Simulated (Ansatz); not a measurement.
**AlNi: starts and ends of a spin-polarised SCF**

Aim: see which self-consistent states AlNi reaches from different starts at one fixed geometry, and which of them is lowest. The cell (4 atoms) is AlNi in the deposited crystal structure (space group Pm-3m, primitive cell doubled). Source: COD entry 9008802, which need not be the ambient phase.

Computed with Ansatz 0.2.0 (DFT PBE+U, PAW, plane waves, scalar-relativistic; U − J = 6.2 eV on Ni d, unless a step's input says otherwise).

## Step 1: The system as given

The structure is cubic, space group Pm-3m (No. 221). Conventional cell: a = 2.881 Å, b = 2.881 Å, c = 2.881 Å, α = 90.00°, β = 90.00°, γ = 90.00°. Al (site symmetry m-3m) has 8 Ni at 2.50 Å as nearest neighbours. Ni (site symmetry m-3m) is surrounded by 8 Al at 2.50 Å.

Coordinates:

```cif
data_structure
_symmetry_space_group_name_H-M 'Pm-3m'
_symmetry_Int_Tables_number 221
_cell_length_a 2.8810
_cell_length_b 2.8810
_cell_length_c 2.8810
_cell_angle_alpha 90.000
_cell_angle_beta 90.000
_cell_angle_gamma 90.000
_cell_volume 23.91
loop_
_atom_site_label
_atom_site_type_symbol
_atom_site_symmetry_multiplicity
_atom_site_Wyckoff_symbol
_atom_site_fract_x
_atom_site_fract_y
_atom_site_fract_z
_atom_site_occupancy
Al1 Al 1 a 0.00000 0.00000 0.00000 1
Ni1 Ni 1 b 0.50000 0.50000 0.50000 1
```

Atoms are counted from 1 in the order of input.yaml (Ni4 and so on).

First come: parallel moments, plain SCF; opposed moments +-, plain SCF; no spin polarisation; spin on, no moments given (the program may seed its own), plain SCF. Further starts follow from what these give.

“Plain SCF” means no search for lower states. 

Moments by site are taken inside atomic spheres; the rest lies between them.

## Step 2: Parallel moments, plain SCF

input.yaml reads:

```yaml
crystal:
  lattice:
    - [-2.881, 0.0, 0.0]
    - [0.0, -2.881, -2.881]
    - [0.0, -2.881, 2.881]
  atoms:
    - { symbol: Al, position: [0.0, 0.0, 0.0] }
    - { symbol: Al, position: [0.0, 0.5, 0.5] }
    - { symbol: Ni, position: [0.5, 0.0, 0.5], spin: 2.0 }
    - { symbol: Ni, position: [0.5, 0.5, 0.0], spin: 2.0 }
magnetization:
  spin_polarized: true
hamiltonian:
  xc: pbe
  pseudopotentials: { kind: paw }
  hubbard: { sites: [{ species: Ni, l: d, u_eff: 6.2 }] }
basis:
  ecutwfc: 420
kpoints:
  mp_grid: { grid: [8, 6, 6] }
scf:
  occupations: { method: fermi_dirac, width: 0.05 }
  lower_state_search: "off"
output:
  forces: true
  stress: true
```

Log, shortened:

```text
Al: projections on atomic orbitals take those of the free atom [Ne] 3s2 3p1, of charge +0.00 (hamiltonian.pseudopotentials.projection_atoms); the dataset's partial waves leave at most 3.3e-8 of an orbital's norm unspanned inside its sphere
Ni: projections on atomic orbitals take those of the free atom [Ne] 3s2 3p6 3d8 4s2, of charge +0.00 (hamiltonian.pseudopotentials.projection_atoms); the dataset's partial waves leave at most 1.6e-6 of an orbital's norm unspanned inside its sphere
[...]
Pseudopotentials: kind: paw
Pseudopotential: Al, paw, valence charge 3, recommended cutoff 420 eV (normal), Al.paw.azcp
Pseudopotential: Ni, paw, valence charge 18, recommended cutoff 420 eV (normal), Ni.paw.azcp
Functional definition: PBE
[...]
Crystal: 4 atoms, lattice volume = 47.826 Å³
Basis set: ecut = 420 eV, 929 PW (Γ), exchange–correlation on 40×60×60 points (8 copies of the dense FFT grid, shifted against one another)
Bands: 28, of which v1, the nominal top of the filled ones, is band 21 counted from 1 (20 counted from 0)
Symmetry: 32 space group operations
Space group: Pm-3m (ITA 221), of the structure as read, at distance tolerance 3.6e-5 Å
Magnetic group: BNS 221.92 (UNI 1594), of the structure as read, at distance tolerance 3.6e-5 Å
k-points: 50 of 288
[...]
Starting moments: Σ|m| = 4 μB on 2 of 4 sites
[...]
SCF iter   1: F=—  HF=-12749.931921 eV  |F-HF|=—  |Δ(HF+E_count)|=         —  Δρ=2.09e-1 (↑6.49e-2 ↓2.09e-1)  dr2=9.27e0  dr2_m=7.93e0  M=0.770 μB ∫|m|=1.248 μB  β_m=0.30  ethr=3.10e-3  ⟨swp⟩=5.6  Hψ=11527  notcnv=0
[...]
WARN: the starting moments were not kept: the SCF closed with an absolute magnetisation of 6.2e-6 μB, where they sum to 4 μB in size (2 sites). That is at most 0.1 of that sum. Measured as dr2_m measures the in/out step, that magnetisation stands 2.7e-11 eV from none, at or under the [...]
the last iteration of the SCF fills more bands at one k-point than at another: 20 at σ=↑ k=3 and 22 at σ=↑ k=7; 20 at σ=↓ k=3 and 22 at σ=↓ k=7 (a band counts as filled where it holds over half of its capacity, the bands of one level by their mean; [...]
SCF converged after 13 iterations
Magnetization: 0.0000 μB (21.0000 up, 21.0000 down)
Absolute magnetization: 0.0000 μB (∫|ρ↑−ρ↓|, with the PAW one-centre terms)
Spin contamination: 0.0000 ħ² per cell (⟨S²⟩ above its minimum at these occupations)
Per-site moments (μB) at R_I (Å): [(3.2961893676751335e-7, 1.0291954151749743), (3.296189367715256e-7, 1.0291954151749743), (1.8220018267752235e-6, 1.0291954151749743), (1.8220018268191028e-6, 1.0291954151749743)]
Free energy (F): -12751.763880 eV
[...]
E sigma→0 (E₀):  -12751.758470 eV
Entropy (-TS):   -0.010820 eV (-2.705 meV/atom)
Fermi energy:    13.455382 eV
[...]
--- Forces (eV/Å), atoms counted from 1 ---
  atom   1  Al    -0.00000000     0.00000000    -0.00000000
  atom   2  Al    -0.00000000     0.00000000    -0.00000000
  atom   3  Ni     0.00000000     0.00000000     0.00000000
  atom   4  Ni     0.00000000     0.00000000     0.00000000
[...]
--- Stress (GPa, compression-positive) ---
        2.758271       0.000000       0.000000
        0.000000      -0.008765       0.000000
        0.000000      -0.000000      -0.008765
  P = ⅓ Tr σ = 0.9136 GPa (9.136 kbar)
Occupation matrices written to <dir>
```

It took 12 s on 2 threads of an x86-64 CPU, shared host; peak memory 0.56 GiB.

End: non-magnetic, no gap on the k-mesh.

## Step 3: Opposed moments +-, plain SCF

Edit input.yaml of step 2 so:

```diff
@@ -9,3 +9,3 @@
     - { symbol: Ni, position: [0.5, 0.0, 0.5], spin: 2.0 }
-    - { symbol: Ni, position: [0.5, 0.5, 0.0], spin: 2.0 }
+    - { symbol: Ni, position: [0.5, 0.5, 0.0], spin: -2.0 }
 magnetization:
```

Log, shortened:

```text
[... 14 lines as in an earlier run ...]
Symmetry: 16 space group operations
Space group: P4/mmm (ITA 123), of the structure as read, at distance tolerance 3.6e-5 Å
Magnetic group: BNS 123.349 (UNI 1009), of the structure as read, at distance tolerance 3.6e-5 Å
[... 7 lines as in an earlier run ...]
Starting moments: Σ|m| = 4 μB on 2 of 4 sites
Starting magnetic order: antiferromagnet; a translation exchanges its spin sublattices: spin-degenerate at every k-point
[... 2 lines as in an earlier run ...]
spin-down is spin-up translated by (0, 0.5, 0.5): one eigenproblem is solved per k-point and the antiferromagnetic symmetry of the starting moments is kept exactly by this SCF (crystal.symmetry.spin_inversion_symmetry: false solves both channels; [...]
SCF iter   1: F=—  HF=-12749.933076 eV  |F-HF|=—  |Δ(HF+E_count)|=         —  Δρ=1.55e-1 (↑1.55e-1 ↓1.55e-1)  dr2=9.44e0  dr2_m=7.87e0  M=0.000 μB ∫|m|=1.222 μB  β_m=0.30  ethr=3.10e-3  ⟨swp⟩=5.3  Hψ=5673  notcnv=0  defer=1
[...]
[... 1 line as in an earlier run ...]
[...]
WARN: the starting moments were not kept: the SCF closed with an absolute magnetisation of 4.7e-6 μB, where they sum to 4 μB in size (2 sites). That is at most 0.1 of that sum. Measured as dr2_m measures the in/out step, that magnetisation stands 1.0e-11 eV from none, at or under the [...]
[... 1 line as in an earlier run ...]
[...]
SCF converged after 12 iterations
Magnetization: 0.0000 μB (21.0000 up, 21.0000 down)
Absolute magnetization: 0.0000 μB (∫|ρ↑−ρ↓|, with the PAW one-centre terms)
Spin contamination: 0.0000 ħ² per cell (⟨S²⟩ above its minimum at these occupations)
Per-site moments (μB) at R_I (Å): [(1.5196998194565283e-16, 1.0291954151749743), (-1.5196998728193714e-16, 1.0291954151749743), (1.655812413526138e-6, 1.0291954151749743), (-1.6558124135261385e-6, 1.0291954151749743)]
Free energy (F): -12751.763880 eV
[...]
E sigma→0 (E₀):  -12751.758470 eV
Entropy (-TS):   -0.010820 eV (-2.705 meV/atom)
Fermi energy:    13.455385 eV
[... 28 lines left out: energy terms, forces, stress ...]
Occupation matrices written to <dir>
```

Wall time 8.3 s (2 threads of an x86-64 CPU, shared host); peak memory 0.56 GiB.

The run ends in the same state as step 2 (non-magnetic); it took 12 iterations.

## Step 4: No spin polarisation

Edit input.yaml of step 3 so:

```diff
@@ -8,6 +8,4 @@
     - { symbol: Al, position: [0.0, 0.5, 0.5] }
-    - { symbol: Ni, position: [0.5, 0.0, 0.5], spin: 2.0 }
-    - { symbol: Ni, position: [0.5, 0.5, 0.0], spin: -2.0 }
-magnetization:
-  spin_polarized: true
+    - { symbol: Ni, position: [0.5, 0.0, 0.5] }
+    - { symbol: Ni, position: [0.5, 0.5, 0.0] }
 hamiltonian:
```

Log, shortened:

```text
[... 13 lines as in an earlier run ...]
Bands: 25, of which v1, the nominal top of the filled ones, is band 21 counted from 1 (20 counted from 0)
[... 8 lines as in an earlier run ...]
[...]
[... 2 lines as in an earlier run ...]
SCF iter   1: F=—  HF=-12753.035714 eV  |F-HF|=—  |Δ(HF+E_count)|=         —  Δρ=1.79e-1  dr2=1.21e1  ethr=3.10e-3  ⟨swp⟩=5.6  Hψ=5070  notcnv=0
[...]
SCF iter  10: F=-12751.763880 eV  HF=-12751.763880 eV  |F-HF|=9.64e-11  |Δ(HF+E_count)|=   3.05e-9  Δρ=4.98e-7  dr2=1.33e-10  ethr=1.44e-10  ⟨swp⟩=2.2  Hψ=4026  notcnv=0
the last iteration of the SCF fills more bands at one k-point than at another: 20 at k=3 and 22 at k=7 (a band counts as filled where it holds over half of its capacity, the bands of one level by their mean; [...]
SCF converged after 10 iterations
Free energy (F): -12751.763880 eV
[...]
E sigma→0 (E₀):  -12751.758470 eV
Entropy (-TS):   -0.010820 eV (-2.705 meV/atom)
Fermi energy:    13.455385 eV
[... 28 lines left out: energy terms, forces, stress ...]
Occupation matrices written to <dir>
```

It took 6 s on 2 threads of an x86-64 CPU, shared host; peak memory 0.5 GiB.

The run ends in the same state as step 2 (non-magnetic); it took 10 iterations.

## Step 5: Spin on, no moments given (the program may seed its own), plain SCF

Edit input.yaml of step 4 so:

```diff
@@ -24 +24,3 @@
   stress: true
+magnetization:
+  spin_polarized: true
```

Log, shortened:

```text
[... 2 lines as in an earlier run ...]
band count auto-derived: 27 (N_el = 42.0; filled up to band 21; 26 by the electrons, moments and atoms)
[... 11 lines as in an earlier run ...]
Bands: 27, of which v1, the nominal top of the filled ones, is band 21 counted from 1 (20 counted from 0)
[... 8 lines as in an earlier run ...]
[...]
[... 2 lines as in an earlier run ...]
SCF iter   1: F=—  HF=-12753.035775 eV  |F-HF|=—  |Δ(HF+E_count)|=         —  Δρ=8.95e-2 (↑8.95e-2 ↓8.95e-2)  dr2=1.21e1  dr2_m=0.00e0  M=0.000 μB ∫|m|=0.000 μB  β_m=0.30  ethr=3.10e-3  ⟨swp⟩=5.5  Hψ=5591  notcnv=0  defer=2
[...]
[... 1 line as in an earlier run ...]
[...]
SCF iter  15: F=-12751.763880 eV  HF=-12751.763880 eV  |F-HF|=3.74e-9  |Δ(HF+E_count)|=   8.64e-9  Δρ=2.41e-6 (↑2.41e-6 ↓2.41e-6)  dr2=6.30e-9  dr2_m=0.00e0  M=0.000 μB ∫|m|=0.000 μB  ethr=2.38e-10  ⟨swp⟩=3.2  Hψ=3722  notcnv=0
[... 1 line as in an earlier run ...]
[...]
SCF converged after 15 iterations
Magnetization: 0.0000 μB (21.0000 up, 21.0000 down)
Absolute magnetization: 0.0000 μB (∫|ρ↑−ρ↓|)
Spin contamination: 0.0000 ħ² per cell (⟨S²⟩ above its minimum at these occupations)
Per-site moments (μB) at R_I (Å): [(0.0, 1.0291954151749743), (0.0, 1.0291954151749743), (0.0, 1.0291954151749743), (0.0, 1.0291954151749743)]
Free energy (F): -12751.763880 eV
[...]
E sigma→0 (E₀):  -12751.758470 eV
Entropy (-TS):   -0.010820 eV (-2.705 meV/atom)
Fermi energy:    13.455374 eV
[... 28 lines left out: energy terms, forces, stress ...]
Occupation matrices written to <dir>
```

It took 9 s on 2 threads of an x86-64 CPU, shared host; peak memory 0.55 GiB.

Nothing new: the 15 iterations lead to the state found in step 2 (non-magnetic).

## Step 6: Parallel moments scaled by 1.5, plain SCF

Edit input.yaml of step 5 so:

```diff
@@ -8,4 +8,6 @@
     - { symbol: Al, position: [0.0, 0.5, 0.5] }
-    - { symbol: Ni, position: [0.5, 0.0, 0.5] }
-    - { symbol: Ni, position: [0.5, 0.5, 0.0] }
+    - { symbol: Ni, position: [0.5, 0.0, 0.5], spin: 3.0 }
+    - { symbol: Ni, position: [0.5, 0.5, 0.0], spin: 3.0 }
+magnetization:
+  spin_polarized: true
 hamiltonian:
@@ -24,3 +26 @@
   stress: true
-magnetization:
-  spin_polarized: true
```

Log, shortened:

```text
[... 13 lines as in an earlier run ...]
Bands: 29, of which v1, the nominal top of the filled ones, is band 21 counted from 1 (20 counted from 0)
[... 10 lines as in an earlier run ...]
Starting moments: Σ|m| = 6 μB on 2 of 4 sites
[... 2 lines as in an earlier run ...]
SCF iter   1: F=—  HF=-12746.157665 eV  |F-HF|=—  |Δ(HF+E_count)|=         —  Δρ=2.46e-1 (↑1.42e-1 ↓2.46e-1)  dr2=5.10e0  dr2_m=1.63e1  M=1.058 μB ∫|m|=1.969 μB  β_m=0.30  ethr=3.10e-3  ⟨swp⟩=6.2  Hψ=12240  notcnv=0
[...]
[... 1 line as in an earlier run ...]
[...]
spin-set hold released at iteration 10 (site moments contracting): the magnetisation degrees of freedom join the quasi-Newton model from the next iteration; the mixer history was flushed
[...]
SCF iter  20: F=-12751.763880 eV  HF=-12751.763880 eV  |F-HF|=0.00e0  |Δ(HF+E_count)|=   1.64e-9  Δρ=1.24e-7 (↑1.21e-7 ↓1.24e-7)  dr2=9.86e-12  dr2_m=4.56e-12  M=-0.000 μB ∫|m|=0.000 μB  ethr=3.74e-12  ⟨swp⟩=1.2  Hψ=7269  notcnv=0
WARN: the starting moments were not kept: the SCF closed with an absolute magnetisation of 3.5e-6 μB, where they sum to 6 μB in size (2 sites). That is at most 0.1 of that sum. Measured as dr2_m measures the in/out step, that magnetisation stands 7.4e-12 eV from none, at or under the [...]
[... 1 line as in an earlier run ...]
[...]
SCF converged after 20 iterations
Magnetization: -0.0000 μB (21.0000 up, 21.0000 down)
Absolute magnetization: 0.0000 μB (∫|ρ↑−ρ↓|, with the PAW one-centre terms)
Spin contamination: 0.0000 ħ² per cell (⟨S²⟩ above its minimum at these occupations)
Per-site moments (μB) at R_I (Å): [(-2.639511212342114e-7, 1.0291954151749743), (-2.6395112124423594e-7, 1.0291954151749743), (-1.1255622168782476e-6, 1.0291954151749743), (-1.1255622170600753e-6, 1.0291954151749743)]
Free energy (F): -12751.763880 eV
[...]
E sigma→0 (E₀):  -12751.758470 eV
Entropy (-TS):   -0.010820 eV (-2.705 meV/atom)
Fermi energy:    13.455386 eV
[... 28 lines left out: energy terms, forces, stress ...]
Occupation matrices written to <dir>
```

It took 17 s on 2 threads of an x86-64 CPU, shared host; peak memory 0.55 GiB.

The run ends in the same state as step 2 (non-magnetic); it took 20 iterations.

## Step 7: The runs side by side

| step | iterations | state | moments of Ni3 Ni4 (μB) | total (μB) | gap (eV) | pressure (GPa) | above lowest (meV/atom) |
| --- | --- | --- | --- | --- | --- | --- | --- |
| 2 | 13 | 1 | 0.00 0.00 | 0.00 | none | 0.9 | 0.0 |
| 3 | 12 | 1 | 0.00 0.00 | 0.00 | none | 0.9 | 0.0 |
| 4 | 10 | 1 | 0.00 0.00 | 0.00 | none | 0.9 | 0.0 |
| 5 | 15 | 1 | 0.00 0.00 | 0.00 | none | 0.9 | 0.0 |
| 6 | 20 | 1 | 0.00 0.00 | 0.00 | none | 0.9 | 0.0 |

States are numbered from the lowest. Starts by step: 2 parallel moments, plain SCF; 3 opposed moments +-, plain SCF; 4 no spin polarisation; 5 spin on, no moments given (the program may seed its own), plain SCF; 6 parallel moments scaled by 1.5, plain SCF.

The 5 runs of this session took 52 s in all, from 6 s to 17 s each.

Decimal logarithm of the largest residual (eV) by iteration, counted through all cycles of a run:

| iteration | step 2 | step 3 | step 4 | step 5 | step 6 |
| --- | --- | --- | --- | --- | --- |
| 1 | 1.0 | 1.0 | 1.1 | 1.1 | 1.2 |
| 2 | 0.8 | 0.8 | 1.7 | 0.9 | 0.9 |
| 3 | 0.6 | 0.7 | 0.3 | -0.1 | 0.7 |
| 4 | 0.8 | 0.9 | -1.3 | -0.2 | 0.4 |
| 5 | -1.1 | -0.3 | -2.8 | -0.3 | 0.4 |
| 6 | -0.9 | -1.0 | -2.6 | -0.9 | 0.1 |
| 8 | -3.1 | -3.1 | -5.3 | -2.1 | -0.2 |
| 10 | -6.0 | -6.0 | -9.9 | -4.2 | -0.5 |
| 11 | -6.3 | -7.3 | - | -4.0 | -0.6 |
| 13 | -9.4 | - | - | -5.0 | -2.3 |
| 15 | - | - | - | -8.2 | -5.1 |
| 17 | - | - | - | - | -5.9 |
| 18 | - | - | - | - | -7.1 |
| 20 | - | - | - | - | -11.0 |

## Step 8: Outcome

| quantity | value |
| --- | --- |
| distinct states | 1 from 5 converged runs |
| lowest state | non-magnetic |
| total moment | 0.00 μB per cell |
| gap on the k-mesh | none |
| pressure | 0.9 GPa |
| largest force | 0.000 eV/Å |

In words: 5 runs converged, all to one state. Spin polarisation gains nothing here: every starting moment dies out. These are lowest states among those tried, not proven ground states.
